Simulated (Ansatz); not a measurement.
# GaH₈NSi₂: one species, many methods

The task here is to estimate one member of a computed series from the others.

Program: Ansatz 0.2.0, Gaussian basis. Level of theory: functionals in def2-TZVPP, the program's frozen cores in correlated methods. These are calculated values, not measurements.

Plan: PBE-D4, r2SCAN-D4, PBE0-D4, B3LYP-D4, ωB97X-V, ωB97M-V, B2PLYP; CCSD(T)/def2-TZVPP; MP2/def2-QZVPP; extrapolation to the limit.

**The relaxed structure**

An earlier PBE0-D4 in a triple-zeta def2 set relaxation fixed the geometry.

SMILES `[NH2][GaH][SiH2][SiH3]`, 12 atoms, charge 0, spin multiplicity 1.

Atoms are counted from 1 here; the program's logs count them from 0.

Bond lengths: N1–Ga2 1.816 Å, N1–H5 1.006 Å, N1–H6 1.006 Å, Ga2–Si3 2.399 Å, Ga2–H7 1.566 Å, Si3–Si4 2.339 Å, Si3–H8 1.492 Å, Si3–H9 1.492 Å, Si4–H10 1.489 Å, Si4–H11 1.489 Å, Si4–H12 1.488 Å. Angles: Ga2–N1–H5 124.2°, Ga2–N1–H6 123.9°, H5–N1–H6 111.8°, N1–Ga2–Si3 117.1°, N1–Ga2–H7 115.8°, Si3–Ga2–H7 127.2°, Ga2–Si3–Si4 110.6°, Ga2–Si3–H8 110.9°, Ga2–Si3–H9 111.3°, Si4–Si3–H8 108.0°, Si4–Si3–H9 108.4°, H8–Si3–H9 107.6°, Si3–Si4–H10 109.8°, Si3–Si4–H11 109.9°, Si3–Si4–H12 112.1°, H10–Si4–H11 108.1°, H10–Si4–H12 108.4°, H11–Si4–H12 108.5°.

The first run:

in.yaml reads:

```yaml
crystal:
  periodic: [false, false, false]
  atoms:
    - {symbol: N, position_ang: [-0.317959, 2.743115, -0.374657]}
    - {symbol: Ga, position_ang: [0.164053, 1.440834, 0.795801]}
    - {symbol: Si, position_ang: [-0.808466, -0.729147, 0.475169]}
    - {symbol: Si, position_ang: [0.739139, -2.187461, -0.499204]}
    - {symbol: H, position_ang: [-0.988242, 2.618555, -1.114072]}
    - {symbol: H, position_ang: [0.038581, 3.683644, -0.346933]}
    - {symbol: H, position_ang: [1.211394, 1.856701, 1.883767]}
    - {symbol: H, position_ang: [-1.239318, -1.316324, 1.776999]}
    - {symbol: H, position_ang: [-2.009133, -0.659605, -0.408013]}
    - {symbol: H, position_ang: [1.162365, -1.660259, -1.825720]}
    - {symbol: H, position_ang: [1.947841, -2.293284, 0.363360]}
    - {symbol: H, position_ang: [0.176846, -3.551767, -0.692396]}
basis:
  gaussian: {orbitals: def2-TZVPP}
hamiltonian: {xc: pbe, dispersion: d4}
output: {forces: true, orbitals: {seedname: orbitals}}
```

Launch:

```console
ansatz run in.yaml --threads 4 --pin off --events-out ev --progress --plain --max-ram 10444MiB
```

Steps of the session up to this table: PBE-D4 (GGA); r2SCAN-D4 (meta-GGA); PBE0-D4 (hybrid); B3LYP-D4 (hybrid); ωB97X-V (range-separated); ωB97M-V (range-separated); B2PLYP (double hybrid); CCSD(T) in def2-TZVPP; MP2 in def2-QZVPP.

One table of the session follows, with a row left open; its other results are not shown here.

```
            method  atomisation energy (eV)
            PBE-D4                   35.573
         r2SCAN-D4                   35.716
           PBE0-D4                   35.339
          B3LYP-D4                   35.691
           ωB97X-V                   36.117
           ωB97M-V                        ?
            B2PLYP                   35.188
     HF/def2-TZVPP                   25.956
    MP2/def2-TZVPP                   34.696
   CCSD/def2-TZVPP                   34.568
CCSD(T)/def2-TZVPP                   34.967
           MP2/CBS                   35.631
       CCSD(T)/CBS                   35.902
```

**Question.** Estimate the row for ωB97M-V.

**Answer.** atomisation energy (eV): 35.689. In the column «atomisation energy (eV)» it lies between MP2/CBS (35.631) and B3LYP-D4 (35.691).

To keep in mind: Free atoms (1 N, 1 Ga, 2 Si, 8 H) were run apart at each level; the atomisation energy is their sum less the molecule, without zero-point or spin-orbit terms.
